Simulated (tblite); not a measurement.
# C2H11NSeSi3: the cost of one run

The runs use tblite 0.8.0 and PySCF 2.14.0, with density-fitted response routines of our own; the level of theory stands in each step. All values are computed, except where a source is named. Atoms are numbered from 0 throughout.

**1. The molecule as given**

18 atoms, charge 0, multiplicity 1; geometry from: force field or distance geometry start.

Bonds of the start (Å): C0–C1 1.35, C1–Si2 1.83, Si2–Se3 2.29, Si2–N4 1.81, N4–Si5 1.79, N4–Si6 1.80, C0–H7 1.10, C0–H8 1.08, C1–H9 1.08, Si2–H10 1.48, Se3–H11 1.54, Si5–H12 1.48, Si5–H13 1.48, Si5–H14 1.46, Si6–H15 1.46, Si6–H16 1.47, Si6–H17 1.47.

**2. Geometry optimisation with GFN2-xTB**

Job settings and geometry (Å):

```
{"job": {"kind": "relax", "xc": "GFN2-xTB", "basis": "xTB"}, "charge": 0, "multiplicity": 1}
C      2.433500    -0.869800     1.091000
C      1.802300    -1.147700    -0.064300
Si     0.643500     0.043300    -0.832100
Se     1.800300     1.938900    -1.399200
N     -0.696400     0.448400     0.313800
Si    -1.583700    -1.065000     0.685300
Si    -1.850100     1.529200    -0.548800
H      2.263800     0.083400     1.602600
H      3.109500    -1.590500     1.536200
H      1.977000    -2.108100    -0.535200
H      0.080800    -0.556300    -2.062200
H      2.013200     2.252000     0.096900
H     -2.735700    -0.759600     1.561000
H     -0.685400    -1.990800     1.403000
H     -2.055500    -1.695300    -0.548100
H     -1.204300     2.809100    -0.844800
H     -3.007800     1.795900     0.325100
H     -2.313800     0.889200    -1.791800
```

On the command line:

```console
OMP_NUM_THREADS=1 python probes_run.py task.json out
```

The driver reads the jobs from task.json and runs them one after another.

Q: Estimate the wall time and peak memory of this first job on 1 thread of Arm Neoverse N1, shared host.

About 3.3 s, with a peak of 0.18 GiB.
